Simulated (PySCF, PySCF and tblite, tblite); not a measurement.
# C8H14: a path driven as ring inversion, and NMR exchange, part 3 of 3

PySCF and tblite. Atoms count from 0.

### 14 Shieldings, start: PBE0/6-311G**

Job settings and geometry (Å):

```
{"job": {"kind": "nmr", "xc": "PBE0", "basis": "6-311G**", "pop": false}, "charge": 0, "multiplicity": 1}
C      3.113308    -0.714629     0.574685
C      2.137113    -0.253535    -0.183858
C      0.696630    -0.196593     0.220754
C      0.193741     1.251702     0.207269
C     -1.277675     1.317594     0.604291
C     -2.124365     0.465824    -0.336399
C     -1.631643    -0.977915    -0.332513
C     -0.160011    -1.042136    -0.728944
H      2.929131    -1.091846     1.567643
H      4.137220    -0.736937     0.241481
H      2.350138     0.120126    -1.177702
H      0.593509    -0.595272     1.235746
H      0.318400     1.665978    -0.796176
H      0.794446     1.852234     0.894192
H     -1.393495     0.951836     1.627378
H     -1.620792     2.354272     0.579309
H     -3.172488     0.503061    -0.031920
H     -2.055938     0.868925    -1.349662
H     -1.756694    -1.400425     0.667371
H     -2.226989    -1.577074    -1.025041
H      0.187981    -2.077434    -0.709787
H     -0.041938    -0.668372    -1.748967
```

The log of the run:

```text
coarse grid: 17368 points
cycle   1  E = -312.9060728328  dE =  9.019e-01  |g| = 4.690e-01  |ddm| = 3.554e+00
cycle   2  E = -312.8940444306  dE =  1.203e-02  |g| = 5.338e-01  |ddm| = 8.574e-01
cycle   3  E = -312.9677770599  dE = -7.373e-02  |g| = 6.094e-02  |ddm| = 4.746e-01
cycle   4  E = -312.9683996522  dE = -6.226e-04  |g| = 3.238e-02  |ddm| = 7.864e-02
cycle   5  E = -312.9686370172  dE = -2.374e-04  |g| = 1.046e-02  |ddm| = 2.866e-02
cycle   6  E = -312.9686624162  dE = -2.540e-05  |g| = 2.997e-03  |ddm| = 8.891e-03
cycle   7  E = -312.9686646236  dE = -2.207e-06  |g| = 2.903e-04  |ddm| = 2.431e-03
final grid: 164872 points
cycle   8  E = -312.9602085426  dE = -8.511e-05  |g| = 9.951e-03  |ddm| = 5.585e-02
cycle   9  E = -312.9601966973  dE =  1.185e-05  |g| = 1.210e-02  |ddm| = 1.864e-02
cycle  10  E = -312.9602339442  dE = -3.725e-05  |g| = 1.504e-03  |ddm| = 1.039e-02
cycle  11  E = -312.9602344552  dE = -5.111e-07  |g| = 4.754e-04  |ddm| = 1.467e-03
cycle  12  E = -312.9602345067  dE = -5.151e-08  |g| = 1.543e-04  |ddm| = 4.134e-04
cycle  13  E = -312.9602345121  dE = -5.347e-09  |g| = 4.315e-05  |ddm| = 1.455e-04
cycle  14  E = -312.9602345125  dE = -4.713e-10  |g| = 2.720e-06  |ddm| = 3.819e-05
converged SCF energy = -312.9602345125

GIAO shielding tensors (ppm)
atom      isotropic    diamagn.    paramagn.     s11        s22        s33       span
  0 C       74.451     251.929    -177.478    -33.169     95.498    161.024    194.193
  1 C       37.805     253.325    -215.520    -86.227     51.337    148.304    234.531
  2 C      139.328     242.997    -103.669    126.184    133.442    158.358     32.174
  3 C      152.771     244.052     -91.281    144.832    151.481    162.001     17.169
  4 C      159.908     243.323     -83.416    155.748    161.558    162.416      6.668
  5 C      159.710     243.294     -83.584    155.005    159.817    164.307      9.302
  6 C      159.902     243.325     -83.423    155.738    161.541    162.428      6.690
  7 C      152.767     244.047     -91.280    144.828    151.456    162.016     17.188
  8 H       26.743      31.837      -5.094     23.166     25.832     31.231      8.065
  9 H       27.013      28.834      -1.820     24.156     25.776     31.108      6.952
 10 H       26.010      31.278      -5.269     22.761     25.392     29.875      7.114
 11 H       30.069      33.495      -3.425     27.200     28.925     34.082      6.882
 12 H       30.905      31.596      -0.691     27.467     29.804     35.443      7.975
 13 H       30.258      31.109      -0.851     25.675     29.456     35.644      9.970
 14 H       30.689      30.543       0.147     27.118     28.753     36.197      9.078
 15 H       30.181      29.818       0.363     25.387     28.208     36.948     11.562
 16 H       30.258      29.463       0.795     25.668     28.088     37.017     11.349
 17 H       30.811      30.016       0.795     27.479     28.522     36.433      8.954
 18 H       30.689      30.546       0.143     27.119     28.753     36.196      9.077
 19 H       30.181      29.821       0.361     25.387     28.209     36.948     11.561
 20 H       30.259      31.111      -0.852     25.676     29.456     35.646      9.970
 21 H       30.904      31.595      -0.691     27.467     29.804     35.442      7.975
```

It took 34 s on 1 thread of Arm Neoverse V2, shared host; peak memory 0.91 GiB.

This run: HOMO -7.22 eV, LUMO 0.68 eV; dipole 0.45 D.

### 15 Single-point energy, saddle of leg 1: PBE0/6-311G**

Job settings and geometry (Å):

```
{"job": {"kind": "sp", "xc": "PBE0", "basis": "6-311G**", "pop": false}, "charge": 0, "multiplicity": 1}
C      3.053054    -0.713896     0.788847
C      2.159393    -0.295779    -0.087348
C      0.693676    -0.166617     0.186706
C      0.208703     1.263573    -0.053290
C     -1.178537     1.416267     0.552535
C     -2.174741     0.329180     0.105903
C     -1.624615    -0.878971    -0.688257
C     -0.098273    -1.084134    -0.745425
H      2.773610    -1.001574     1.789505
H      4.100357    -0.788454     0.548986
H      2.467053    -0.012182    -1.086228
H      0.497854    -0.438187     1.228821
H      0.185410     1.465123    -1.126141
H      0.888838     1.980757     0.411561
H     -1.072458     1.377847     1.639288
H     -1.578403     2.401572     0.305224
H     -2.676386    -0.048545     0.998347
H     -2.949214     0.795621    -0.505221
H     -2.079351    -1.778253    -0.269619
H     -1.985899    -0.803946    -1.715292
H      0.140813    -2.124077    -0.514561
H      0.249116    -0.895322    -1.764339
```

The log of the run:

```text
coarse grid: 17368 points
cycle   1  E = -312.8894663661  dE =  8.758e-01  |g| = 4.592e-01  |ddm| = 3.573e+00
cycle   2  E = -312.8804189158  dE =  9.047e-03  |g| = 5.128e-01  |ddm| = 8.486e-01
cycle   3  E = -312.9487682642  dE = -6.835e-02  |g| = 5.941e-02  |ddm| = 4.698e-01
cycle   4  E = -312.9493636315  dE = -5.954e-04  |g| = 3.136e-02  |ddm| = 8.095e-02
cycle   5  E = -312.9495872883  dE = -2.237e-04  |g| = 9.984e-03  |ddm| = 2.841e-02
cycle   6  E = -312.9496101438  dE = -2.286e-05  |g| = 3.056e-03  |ddm| = 8.874e-03
cycle   7  E = -312.9496124456  dE = -2.302e-06  |g| = 2.784e-04  |ddm| = 2.520e-03
final grid: 164872 points
cycle   8  E = -312.9421044509  dE = -7.841e-05  |g| = 9.903e-03  |ddm| = 5.364e-02
cycle   9  E = -312.9420941159  dE =  1.033e-05  |g| = 1.178e-02  |ddm| = 1.852e-02
cycle  10  E = -312.9421295806  dE = -3.546e-05  |g| = 1.398e-03  |ddm| = 1.036e-02
cycle  11  E = -312.9421300180  dE = -4.374e-07  |g| = 4.485e-04  |ddm| = 1.452e-03
cycle  12  E = -312.9421300639  dE = -4.590e-08  |g| = 1.468e-04  |ddm| = 3.891e-04
cycle  13  E = -312.9421300687  dE = -4.848e-09  |g| = 4.283e-05  |ddm| = 1.468e-04
cycle  14  E = -312.9421300692  dE = -4.630e-10  |g| = 2.360e-06  |ddm| = 3.755e-05
converged SCF energy = -312.9421300692
```

Run time: 16 s. Hardware: 1 thread of Arm Neoverse V2, shared host; peak memory 0.77 GiB.

Key values: HOMO -7.19 eV, LUMO 0.68 eV; dipole 0.47 D.

### 16 Shieldings, end: PBE0/6-311G**

Job settings and geometry (Å):

```
{"job": {"kind": "nmr", "xc": "PBE0", "basis": "6-311G**", "pop": false}, "charge": 0, "multiplicity": 1}
C      2.985800    -0.322335    -0.392973
C      1.693428    -0.068188    -0.473968
C      0.712377    -0.356702     0.621889
C      0.019064     0.923216     1.112801
C     -0.963419     1.485622     0.089633
C     -2.002702     0.435706    -0.289430
C     -1.319914    -0.810617    -0.843030
C     -0.340814    -1.383222     0.177563
H      3.424278    -0.761776     0.488781
H      3.664657    -0.104443    -1.200483
H      1.290979     0.372981    -1.374662
H      1.269772    -0.785099     1.463605
H      0.775798     1.673325     1.354219
H     -0.524933     0.690063     2.031846
H     -1.459180     2.363944     0.509770
H     -0.427188     1.808185    -0.804494
H     -2.584007     0.165931     0.595917
H     -2.692947     0.844206    -1.030836
H     -2.069303    -1.566861    -1.088502
H     -0.792747    -0.559758    -1.765068
H     -0.900340    -1.708124     1.058616
H      0.162835    -2.258407    -0.239497
```

The log of the run:

```text
coarse grid: 17368 points
cycle   1  E = -312.9033085962  dE =  9.018e-01  |g| = 4.703e-01  |ddm| = 3.541e+00
cycle   2  E = -312.8885230852  dE =  1.479e-02  |g| = 5.451e-01  |ddm| = 8.656e-01
cycle   3  E = -312.9649516505  dE = -7.643e-02  |g| = 6.961e-02  |ddm| = 5.009e-01
cycle   4  E = -312.9656949442  dE = -7.433e-04  |g| = 4.011e-02  |ddm| = 9.088e-02
cycle   5  E = -312.9660640720  dE = -3.691e-04  |g| = 1.229e-02  |ddm| = 3.382e-02
cycle   6  E = -312.9660998832  dE = -3.581e-05  |g| = 2.619e-03  |ddm| = 9.967e-03
cycle   7  E = -312.9661015659  dE = -1.683e-06  |g| = 3.185e-04  |ddm| = 2.324e-03
final grid: 164872 points
cycle   8  E = -312.9574704106  dE = -7.332e-05  |g| = 9.662e-03  |ddm| = 5.059e-02
cycle   9  E = -312.9574589944  dE =  1.142e-05  |g| = 1.179e-02  |ddm| = 1.800e-02
cycle  10  E = -312.9574940058  dE = -3.501e-05  |g| = 1.582e-03  |ddm| = 1.041e-02
cycle  11  E = -312.9574945662  dE = -5.604e-07  |g| = 4.953e-04  |ddm| = 1.605e-03
cycle  12  E = -312.9574946246  dE = -5.842e-08  |g| = 1.279e-04  |ddm| = 3.799e-04
cycle  13  E = -312.9574946282  dE = -3.598e-09  |g| = 3.802e-05  |ddm| = 1.262e-04
cycle  14  E = -312.9574946286  dE = -3.649e-10  |g| = 3.932e-06  |ddm| = 3.571e-05
converged SCF energy = -312.9574946286

GIAO shielding tensors (ppm)
atom      isotropic    diamagn.    paramagn.     s11        s22        s33       span
  0 C       73.019     251.117    -178.098    -33.901     93.420    159.537    193.437
  1 C       42.342     254.747    -212.405    -87.721     46.443    168.303    256.024
  2 C      144.967     241.249     -96.282    132.180    141.771    160.952     28.772
  3 C      154.512     243.243     -88.731    149.080    151.773    162.682     13.602
  4 C      164.760     243.421     -78.661    157.693    163.690    172.897     15.204
  5 C      159.129     243.045     -83.916    154.440    159.845    163.102      8.662
  6 C      164.775     243.435     -78.660    157.712    163.716    172.897     15.185
  7 C      154.196     243.291     -89.094    148.413    151.537    162.640     14.227
  8 H       26.700      31.241      -4.541     23.152     25.900     31.049      7.897
  9 H       26.859      29.554      -2.695     23.934     25.571     31.071      7.136
 10 H       25.111      32.095      -6.984     20.766     23.904     30.662      9.896
 11 H       29.570      32.927      -3.356     26.693     27.607     34.412      7.719
 12 H       30.305      30.519      -0.214     25.991     29.024     35.899      9.908
 13 H       30.373      31.099      -0.726     26.407     28.788     35.923      9.517
 14 H       30.453      29.828       0.624     25.574     28.328     37.456     11.882
 15 H       30.377      30.377       0.000     26.965     28.830     35.336      8.371
 16 H       30.715      30.161       0.554     27.191     28.627     36.327      9.137
 17 H       30.167      29.491       0.676     25.689     28.012     36.801     11.111
 18 H       30.459      29.848       0.611     25.572     28.335     37.470     11.898
 19 H       30.385      30.390      -0.005     26.971     28.862     35.321      8.350
 20 H       30.368      31.126      -0.758     26.423     28.776     35.904      9.480
 21 H       30.308      30.567      -0.259     26.003     29.045     35.877      9.875
```

Wall time 32 s (1 thread of Arm Neoverse V2, shared host); peak memory 0.99 GiB.

Key values: HOMO -7.26 eV, LUMO 0.57 eV; dipole 0.38 D.

### 17 Single-point energy, minimum 1: PBE0/6-311G**

Job settings and geometry (Å):

```
{"job": {"kind": "sp", "xc": "PBE0", "basis": "6-311G**", "pop": false}, "charge": 0, "multiplicity": 1}
C      3.033295    -0.712482     0.770363
C      2.119257    -0.311379    -0.092626
C      0.660081    -0.174140     0.211961
C      0.182079     1.255032    -0.062105
C     -1.253171     1.448573     0.440760
C     -2.073394     0.159016     0.310629
C     -1.589364    -0.656079    -0.883109
C     -0.160940    -1.158752    -0.643090
H      2.778144    -0.977417     1.783730
H      4.074173    -0.795344     0.506514
H      2.403376    -0.051792    -1.105096
H      0.501089    -0.392289     1.272323
H      0.235366     1.442108    -1.136276
H      0.846934     1.968725     0.428466
H     -1.239338     1.762500     1.486250
H     -1.726313     2.247927    -0.133155
H     -1.970241    -0.445434     1.213867
H     -3.131518     0.402304     0.198979
H     -2.253256    -1.505401    -1.054959
H     -1.624093    -0.028237    -1.775467
H     -0.185703    -2.125954    -0.137674
H      0.335840    -1.308103    -1.604315
```

The log of the run:

```text
coarse grid: 17368 points
cycle   1  E = -312.8973041927  dE =  8.940e-01  |g| = 4.650e-01  |ddm| = 3.598e+00
cycle   2  E = -312.8856677582  dE =  1.164e-02  |g| = 5.286e-01  |ddm| = 8.593e-01
cycle   3  E = -312.9578906623  dE = -7.222e-02  |g| = 6.103e-02  |ddm| = 4.852e-01
cycle   4  E = -312.9585197214  dE = -6.291e-04  |g| = 3.184e-02  |ddm| = 8.291e-02
cycle   5  E = -312.9587497817  dE = -2.301e-04  |g| = 1.009e-02  |ddm| = 2.914e-02
cycle   6  E = -312.9587731659  dE = -2.338e-05  |g| = 3.092e-03  |ddm| = 8.801e-03
cycle   7  E = -312.9587755181  dE = -2.352e-06  |g| = 2.955e-04  |ddm| = 2.492e-03
final grid: 164872 points
cycle   8  E = -312.9504437653  dE = -7.770e-05  |g| = 9.494e-03  |ddm| = 5.825e-02
cycle   9  E = -312.9504337000  dE =  1.007e-05  |g| = 1.142e-02  |ddm| = 1.781e-02
cycle  10  E = -312.9504668296  dE = -3.313e-05  |g| = 1.375e-03  |ddm| = 1.014e-02
cycle  11  E = -312.9504672533  dE = -4.236e-07  |g| = 4.399e-04  |ddm| = 1.440e-03
cycle  12  E = -312.9504672974  dE = -4.412e-08  |g| = 1.467e-04  |ddm| = 3.663e-04
cycle  13  E = -312.9504673022  dE = -4.861e-09  |g| = 3.940e-05  |ddm| = 1.410e-04
cycle  14  E = -312.9504673026  dE = -3.924e-10  |g| = 2.588e-06  |ddm| = 3.549e-05
converged SCF energy = -312.9504673026
```

It took 16 s on 1 thread of Arm Neoverse V2, shared host; peak memory 0.76 GiB.

In short: HOMO -7.20 eV, LUMO 0.70 eV; dipole 0.45 D.

Single-point energy, saddle of leg 2: PBE0/6-311G**:

Job settings and geometry (Å):

```
{"job": {"kind": "sp", "xc": "PBE0", "basis": "6-311G**", "pop": false}, "charge": 0, "multiplicity": 1}
C      3.156236    -0.595232     0.231245
C      1.993730    -0.273155    -0.302250
C      0.681234    -0.285388     0.426936
C      0.184332     1.181191     0.540727
C     -1.295666     1.489281     0.242092
C     -2.160497     0.249066     0.067321
C     -1.478527    -0.677019    -0.928274
C     -0.263034    -1.301430    -0.258987
H      3.241317    -0.897243     1.262527
H      4.073005    -0.572688    -0.333726
H      1.934357     0.027125    -1.341183
H      0.868102    -0.650504     1.441181
H      0.794920     1.791435    -0.128790
H      0.417062     1.517594     1.552159
H     -1.703821     2.113250     1.039468
H     -1.357897     2.069257    -0.681874
H     -2.285695    -0.269306     1.020244
H     -3.149607     0.545138    -0.287987
H     -2.156167    -1.469477    -1.252874
H     -1.181259    -0.106563    -1.810665
H     -0.619762    -2.007756     0.494133
H      0.307636    -1.877574    -0.991424
```

The log of the run:

```text
coarse grid: 17368 points
cycle   1  E = -312.8881299161  dE =  8.824e-01  |g| = 4.649e-01  |ddm| = 3.546e+00
cycle   2  E = -312.8779238549  dE =  1.021e-02  |g| = 5.227e-01  |ddm| = 8.477e-01
cycle   3  E = -312.9487797973  dE = -7.086e-02  |g| = 5.892e-02  |ddm| = 4.720e-01
cycle   4  E = -312.9493332876  dE = -5.535e-04  |g| = 3.272e-02  |ddm| = 8.411e-02
cycle   5  E = -312.9495744997  dE = -2.412e-04  |g| = 1.081e-02  |ddm| = 3.102e-02
cycle   6  E = -312.9496018811  dE = -2.738e-05  |g| = 2.892e-03  |ddm| = 9.018e-03
cycle   7  E = -312.9496039308  dE = -2.050e-06  |g| = 3.046e-04  |ddm| = 2.403e-03
final grid: 164872 points
cycle   8  E = -312.9409049181  dE = -6.564e-05  |g| = 9.290e-03  |ddm| = 5.085e-02
cycle   9  E = -312.9408964009  dE =  8.517e-06  |g| = 1.096e-02  |ddm| = 1.722e-02
cycle  10  E = -312.9409269888  dE = -3.059e-05  |g| = 1.234e-03  |ddm| = 9.686e-03
cycle  11  E = -312.9409273229  dE = -3.340e-07  |g| = 4.186e-04  |ddm| = 1.391e-03
cycle  12  E = -312.9409273633  dE = -4.042e-08  |g| = 1.287e-04  |ddm| = 3.394e-04
cycle  13  E = -312.9409273670  dE = -3.745e-09  |g| = 3.800e-05  |ddm| = 1.264e-04
cycle  14  E = -312.9409273674  dE = -3.606e-10  |g| = 2.596e-06  |ddm| = 3.275e-05
converged SCF energy = -312.9409273674
```

Run time: 16 s. Hardware: 1 thread of Arm Neoverse V2, shared host; peak memory 0.77 GiB.

This run: HOMO -7.20 eV, LUMO 0.78 eV; dipole 0.48 D.

### 18 Second level: PBE0/6-311G** + D3(BJ)

Job settings and geometry (Å):

```
{"job": {"smiles": "C=CC1CCCCC1", "charge": 0, "mult": 1, "motion": "ring", "what": "6-membered ring", "atoms": [2, 3, 4, 5, 6, 7], "ring": [2, 3, 4, 5, 6, 7], "study": "path", "level": {"kind": "nmr", "xc": "PBE0", "basis": "6-311G**", "wide": true}, "fields": [100, 200, 400], "first": 3, "seed": 396, "kind": "pathvar"}, "charge": 0, "multiplicity": 1}
C      3.113308    -0.714629     0.574685
C      2.137113    -0.253535    -0.183858
C      0.696630    -0.196593     0.220754
C      0.193741     1.251702     0.207269
C     -1.277675     1.317594     0.604291
C     -2.124365     0.465824    -0.336399
C     -1.631643    -0.977915    -0.332513
C     -0.160011    -1.042136    -0.728944
H      2.929131    -1.091846     1.567643
H      4.137220    -0.736937     0.241481
H      2.350138     0.120126    -1.177702
H      0.593509    -0.595272     1.235746
H      0.318400     1.665978    -0.796176
H      0.794446     1.852234     0.894192
H     -1.393495     0.951836     1.627378
H     -1.620792     2.354272     0.579309
H     -3.172488     0.503061    -0.031920
H     -2.055938     0.868925    -1.349662
H     -1.756694    -1.400425     0.667371
H     -2.226989    -1.577074    -1.025041
H      0.187981    -2.077434    -0.709787
H     -0.041938    -0.668372    -1.748967
```

The log of the run:

```text
stationary points (kcal/mol above the start)
  n  kind          group   xTB      DFT    lowest mode
  0  minimum      Cs       0.00     0.00      59.9
  1  saddle       C1      10.98    11.52    -230.2
  2  intermediate C1       5.25     6.10      63.2
  3  saddle       C1      10.87    12.16    -145.7
  4  minimum      Cs       1.50     1.36      41.9

GFN2-xTB energies: T/K, barrier G, reaction G (kcal/mol), k forward, k back (1/s)
 150.00    10.84     1.61   0.000515      0.113
 200.00    10.87     1.61        5.9        340
 250.00    10.93     1.62    1.6e+03   4.16e+04
 298.15    11.01     1.62   5.97e+04   9.25e+05
 350.00    11.12     1.63   9.57e+05      1e+07
 400.00    11.24     1.64   6.99e+06   5.52e+07
 500.00    11.54     1.66   1.12e+08   5.96e+08

PBE0/pcSseg-1 + D3(BJ), IEF-PCM acetonitrile energies: T/K, barrier G, reaction G (kcal/mol), k forward, k back (1/s)
 150.00    12.33     1.40   6.21e-06   0.000673
 200.00    12.37     1.40      0.225       7.64
 250.00    12.43     1.41        121   2.05e+03
 298.15    12.51     1.41   6.92e+03   7.54e+04
 350.00    12.62     1.42   1.54e+05    1.2e+06
 400.00    12.74     1.43   1.43e+06   8.66e+06
 500.00    13.03     1.45   3.17e+07   1.37e+08

PBE0/6-311G** + D3(BJ) energies: T/K, barrier G, reaction G (kcal/mol), k forward, k back (1/s)
 150.00    12.13     1.47   1.22e-05    0.00167
 200.00    12.17     1.47      0.374       15.1
 250.00    12.23     1.48        181   3.54e+03
 298.15    12.31     1.48   9.74e+03   1.19e+05
 350.00    12.42     1.49   2.07e+05   1.77e+06
 400.00    12.54     1.50   1.84e+06   1.22e+07
 500.00    12.83     1.52   3.88e+07    1.8e+08
```

Run time: 4.6 min. Hardware: 1 thread of Arm Neoverse V2, shared host; peak memory 1.1 GiB. This counts the runs that the step sums up.

Barriers by level (kcal/mol; entropies in cal/(mol K)). Zero-point and thermal terms come from xTB in every row. ΔG‡ leaves symmetry out; the rate counts equivalent paths (a factor of 2) and all 2 saddles; effective ΔG‡, where given, is the barrier that would give that rate by Eyring's equation alone:

```csv
level,ΔE‡,with zero-point,ΔH‡,ΔS‡,ΔG‡ (298 K),ΔE of reaction,k at 298 K (1/s),effective ΔG‡
GFN2-xTB,10.87,10.88,10.60,-1.4,11.01,1.50,6e+04,10.94
"PBE0/pcSseg-1 + D3(BJ), IEF-PCM acetonitrile",12.37,12.37,12.09,-1.4,12.51,1.29,6.9e+03,12.21
PBE0/6-311G** + D3(BJ),12.17,12.17,11.89,-1.4,12.31,1.36,9.7e+03,12.01
```

### 19 Outcome

What follows sums up all 3 parts.

```
                                              quantity                               value
barrier (PBE0/pcSseg-1 + D3(BJ), IEF-PCM acetonitrile)  ΔE‡ 12.4, ΔG‡(298 K) 12.5 kcal/mol
                                    barrier (GFN2-xTB)                   ΔE‡ 10.9 kcal/mol
                                         rate at 298 K                         6.9e+03 s⁻¹
                                       end of the path         1.3 kcal/mol from the start
```

In words: DFT puts the top 12.4 kcal/mol above the start (xTB: 10.9); the rate from the DFT barrier is 6.9e+03 s⁻¹ at 298 K. An error of 1.4 kcal/mol changes that rate tenfold. PBE0/6-311G** + D3(BJ) moves the barrier from 12.4 to 12.2 kcal/mol.
